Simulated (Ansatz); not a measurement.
# C₂H₂F₆O₂Si: how energies converge with the basis set

The task here is to estimate one member of a computed series from the others.

Computed with Ansatz 0.2.0, Gaussian basis. Level: one geometry, several basis sets.

The runs, in order: PBE0-D4/def2-SVP; ωB97M-V/def2-SVP; PBE0-D4/def2-QZVPP; ωB97M-V/def2-QZVPP; the functionals' def2-TZVPP values are taken from earlier runs.

## The geometry

An earlier PBE0-D4 in a triple-zeta def2 set relaxation fixed the geometry.

13 atoms, charge 0, spin multiplicity 1.

Atoms are counted from 1 here; the program's logs count them from 0.

Bond lengths: F1–C2 1.338 Å, C2–F3 1.332 Å, C2–F4 1.325 Å, C2–O5 1.337 Å, O5–Si6 1.654 Å, Si6–O7 1.658 Å, Si6–H12 1.473 Å, Si6–H13 1.466 Å, O7–C8 1.336 Å, C8–F9 1.334 Å, C8–F10 1.323 Å, C8–F11 1.341 Å. Angles: F1–C2–F3 107.5°, F1–C2–F4 108.0°, F1–C2–O5 112.0°, F3–C2–F4 108.1°, F3–C2–O5 111.4°, F4–C2–O5 109.5°, C2–O5–Si6 131.3°, O5–Si6–O7 110.7°, O5–Si6–H12 110.6°, O5–Si6–H13 104.2°, O7–Si6–H12 109.8°, O7–Si6–H13 105.5°, H12–Si6–H13 115.9°, Si6–O7–C8 128.5°, O7–C8–F9 111.3°, O7–C8–F10 110.0°, O7–C8–F11 111.9°, F9–C8–F10 108.1° and more.

Set-up of the first run:

Contents of in.yaml:

```yaml
crystal:
  periodic: [false, false, false]
  atoms:
    - {symbol: F, position_ang: [0.678409, 0.539724, -2.181722]}
    - {symbol: C, position_ang: [-0.374367, 1.182991, -1.664163]}
    - {symbol: F, position_ang: [-1.426256, 0.371127, -1.758832]}
    - {symbol: F, position_ang: [-0.610009, 2.251660, -2.411177]}
    - {symbol: O, position_ang: [-0.159944, 1.559772, -0.399597]}
    - {symbol: Si, position_ang: [0.614309, 0.800482, 0.849390]}
    - {symbol: O, position_ang: [-0.293398, -0.465561, 1.417709]}
    - {symbol: C, position_ang: [-0.252141, -1.750113, 1.051814]}
    - {symbol: F, position_ang: [0.649141, -2.427547, 1.764269]}
    - {symbol: F, position_ang: [-1.434390, -2.313363, 1.241475]}
    - {symbol: F, position_ang: [0.075515, -1.890740, -0.240452]}
    - {symbol: H, position_ang: [1.935405, 0.312231, 0.418996]}
    - {symbol: H, position_ang: [0.618127, 1.794635, 1.927289]}
basis:
  gaussian: {orbitals: def2-SVP}
hamiltonian: {xc: pbe0, dispersion: d4}
output: {orbitals: {seedname: orbitals}}
```

Run with:

```bash
$ ansatz run in.yaml --threads 4 --pin off --events-out ev --progress --plain --max-ram 63488MiB --backend cpu
```

Among the steps run: PBE0-D4 in def2-SVP; ωB97M-V in def2-SVP; PBE0-D4 in def2-QZVPP; ωB97M-V in def2-QZVPP.

One of the session's tables, all rows but one given; the rest of the session is left out.

```
functional       basis  HOMO (eV)  LUMO (eV)
   PBE0-D4    def2-SVP     -10.24       0.65
   PBE0-D4  def2-TZVPP     -10.28       0.14
   PBE0-D4  def2-QZVPP     -10.30      -0.04
   ωB97M-V    def2-SVP     -12.50       2.62
   ωB97M-V  def2-TZVPP     -12.58       1.82
   ωB97M-V  def2-QZVPP          ?          ?
```

**Question.** Estimate the row for ωB97M-V, def2-QZVPP.

The run gave: HOMO (eV): -12.60; LUMO (eV): 1.37. In the column «HOMO (eV)» it is the lowest.
